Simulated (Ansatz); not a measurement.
# FGeH₅OSi₂: up Jacob's ladder to CCSD(T)

The task here is to estimate one member of a computed series from the others.

Program: Ansatz 0.2.0, Gaussian basis. Level of theory: functionals in def2-TZVPP, the program's frozen cores in correlated methods. These are calculated values, not measurements.

The runs, in order: PBE-D4, r2SCAN-D4, PBE0-D4, B3LYP-D4, ωB97X-V, ωB97M-V, B2PLYP; CCSD(T)/def2-TZVPP; MP2/def2-QZVPP; extrapolation to the limit.

## The geometry

All runs share one geometry, relaxed beforehand with PBE0-D4 in a triple-zeta def2 set.

SMILES `F[Si]1([SiH3])[O][GeH2]1`, 10 atoms, charge 0, spin multiplicity 1.

Atoms are counted from 1 here; the program's logs count them from 0.

Bond lengths: F1–Si2 1.596 Å, Si2–Si3 2.337 Å, Si2–O4 1.631 Å, Si2–Ge5 2.268 Å, Si3–H6 1.485 Å, Si3–H7 1.486 Å, Si3–H8 1.485 Å, O4–Ge5 1.910 Å, Ge5–H9 1.536 Å, Ge5–H10 1.537 Å. Angles: F1–Si2–Si3 108.5°, F1–Si2–O4 115.5°, F1–Si2–Ge5 120.2°, Si3–Si2–O4 119.2°, Si3–Si2–Ge5 127.5°, O4–Si2–Ge5 55.8°, Si2–Si3–H6 107.7°, Si2–Si3–H7 110.1°, Si2–Si3–H8 109.1°, H6–Si3–H7 110.1°, H6–Si3–H8 109.9°, H7–Si3–H8 109.9°, Si2–O4–Ge5 79.2°, Si2–Ge5–O4 44.9°, Si2–Ge5–H9 122.7°, Si2–Ge5–H10 124.5°, O4–Ge5–H9 107.5°, O4–Ge5–H10 108.1° and more.

The first run:

File in.yaml:

```yaml
crystal:
  periodic: [false, false, false]
  atoms:
    - {symbol: F, position_ang: [-1.992401, -0.814524, -0.784223]}
    - {symbol: Si, position_ang: [-0.611346, -0.133694, -0.365297]}
    - {symbol: Si, position_ang: [0.761289, -1.767628, 0.588295]}
    - {symbol: O, position_ang: [0.022586, 0.898483, -1.457457]}
    - {symbol: Ge, position_ang: [-0.490348, 2.112600, -0.075249]}
    - {symbol: H, position_ang: [1.977351, -1.090599, 1.105088]}
    - {symbol: H, position_ang: [1.135074, -2.779382, -0.434228]}
    - {symbol: H, position_ang: [0.034274, -2.423189, 1.705027]}
    - {symbol: H, position_ang: [-1.520488, 3.083532, -0.670854]}
    - {symbol: H, position_ang: [0.767008, 2.863202, 0.391898]}
basis:
  gaussian: {orbitals: def2-TZVPP}
hamiltonian: {xc: pbe, dispersion: d4}
output: {forces: true, orbitals: {seedname: orbitals}}
```

Started as:

```console
$ ansatz run in.yaml --threads 4 --pin off --events-out ev --progress --plain --max-ram 10444MiB
```

Among the steps run: PBE-D4 (GGA); r2SCAN-D4 (meta-GGA); PBE0-D4 (hybrid); B3LYP-D4 (hybrid); ωB97X-V (range-separated); ωB97M-V (range-separated); B2PLYP (double hybrid); CCSD(T) in def2-TZVPP; MP2 in def2-QZVPP.

One of the session's tables, all rows but one given; the rest of the session is left out.

```
            method  atomisation energy (kJ/mol)
            PBE-D4                       3240.4
         r2SCAN-D4                       3243.7
           PBE0-D4                       3177.7
          B3LYP-D4                            ?
           ωB97X-V                       3253.4
           ωB97M-V                       3214.7
            B2PLYP                       3174.4
     HF/def2-TZVPP                       2287.8
    MP2/def2-TZVPP                       3194.7
   CCSD/def2-TZVPP                       3092.9
CCSD(T)/def2-TZVPP                       3147.8
           MP2/CBS                       3292.2
       CCSD(T)/CBS                       3245.3
```

**Question.** Estimate the row for B3LYP-D4.

As computed: atomisation energy (kJ/mol): 3199.9. In the column «atomisation energy (kJ/mol)» it lies between MP2/def2-TZVPP (3194.7) and ωB97M-V (3214.7).

Among the levels timed on like hardware and quicker than the yardstick, those that no quicker one beats, quickest first: PBE-D4 (2.8 s, -4.9 kJ/mol); r2SCAN-D4 (5.5 s, -1.5 kJ/mol).

B2PLYP carry no dispersion term (for B3LYP, D4 adds 40.3 kJ/mol).
